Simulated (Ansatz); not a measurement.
Predict the output of the script below (Ansatz 0.2.0 through its Python package).

Script `chfse.py`:
```python
'''Static correlation in CHFSe: natural occupations of an active space.'''

import ansatz as az


def main() -> None:
    geometry_ang = [
        ('F', [-1.0445, -0.4954, 0.6013]),
        ('C', [-0.0807, 0.1085, -0.1148]),
        ('Se', [1.3946, -0.555, 0.3553]),
        ('H', [-0.214, 0.8816, -0.8622]),
    ]
    mol = az.Crystal.molecule()
    for symbol, xyz in geometry_ang:
        mol = mol.atom(symbol, xyz)

    base = (
        mol.calculation()
        .basis(gaussian='def2-SVP')
        .correlation(active_electrons=4, active_orbitals=5)
    )
    for method in ['sc_nevpt2']:
        report = (base if method is None else base.correlation(method)).run().report
        space = report['configurations']
        state = space['states'][0]
        print(method or 'casscf', f'total {report["free_energy_ev"] / 27.211386246:.6f} Ha, active-space state {state["energy"]["hartree"]:.6f} Ha, mean field {report["reference_energy_ev"] / 27.211386246:.6f} Ha')
        print('  determinants', state['n_determinants'], ' natural occupations', [round(n, 3) for n in space['natural_occupations']])
    print('effectively unpaired electrons, sum of min(n, 2 - n):', round(sum(min(n, 2 - n) for n in space['natural_occupations']), 3))


if __name__ == '__main__':
    main()
```

Running `python chfse.py` prints:
```text
sc_nevpt2 total -2537.798588 Ha, active-space state -2537.312102 Ha, mean field -2537.252373 Ha
  determinants 100  natural occupations [1.97, 1.907, 0.092, 0.026, 0.004]
effectively unpaired electrons, sum of min(n, 2 - n): 0.245
```

Reading the output:
- These settings explore the input space; basis and method may be short of convergence.
- The geometry is a force-field or estimated start, not a minimum of this method, and the basis set is short of its limit. The active space starts as a window about the frontier orbitals and is then optimised, not chosen by chemistry.
- Wall time of the script: 4.7 s on 1 thread of Intel(R) Xeon(R) Platinum 8375C CPU @ 2.90GHz (Ice Lake), with other jobs on the host, peak memory 0.2 GiB.

(Lines on the test bed's own set-up are left out of the output.)
